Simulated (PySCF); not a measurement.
# C4H7NOSi: the cost of one run

Computed with PySCF 2.14.0 and routines of our own; the level stands in each step. Atoms count from 0.

## 1. The system as given

14 atoms, charge 0, multiplicity 1; geometry from: GFN2-xTB.

## 2. Magnetic properties: GIAO HF/pcSseg-1

Job settings and geometry (Å):

```
{"job": {"kind": "mag", "xc": "HF", "basis": "pcSseg-1", "isotopologues": 2}, "charge": 0, "multiplicity": 1}
C     -1.072926    -1.405786    -0.166780
C     -0.732208    -0.120192    -0.055630
Si    -1.951053     1.309404    -0.313843
C      0.634226     0.242237     0.286945
N      1.602229    -0.545891     0.131373
C      2.932894    -0.541887     0.270819
O      3.743156    -0.126986    -0.516994
H     -0.359306    -2.194979     0.014416
H     -2.073592    -1.706048    -0.427350
H     -1.476991     2.138077    -1.422054
H     -3.263808     0.737035    -0.602841
H     -1.988725     2.097674     0.921154
H      0.779868     1.249788     0.690657
H      3.225557    -1.132920     1.167962
```

Method: GIAO HF/pcSseg-1 magnetisability, rotational g tensor and spin-rotation constants, non-relativistic, gas phase.

Launch:

```sh
$ OMP_NUM_THREADS=1 python excited_run.py task.json out
```

This one command runs all jobs of the session in turn.

Q: Estimate the wall time and peak memory of this first job on 1 thread of Arm Neoverse V1, shared host.

About 12 s, with a peak of 0.79 GiB.
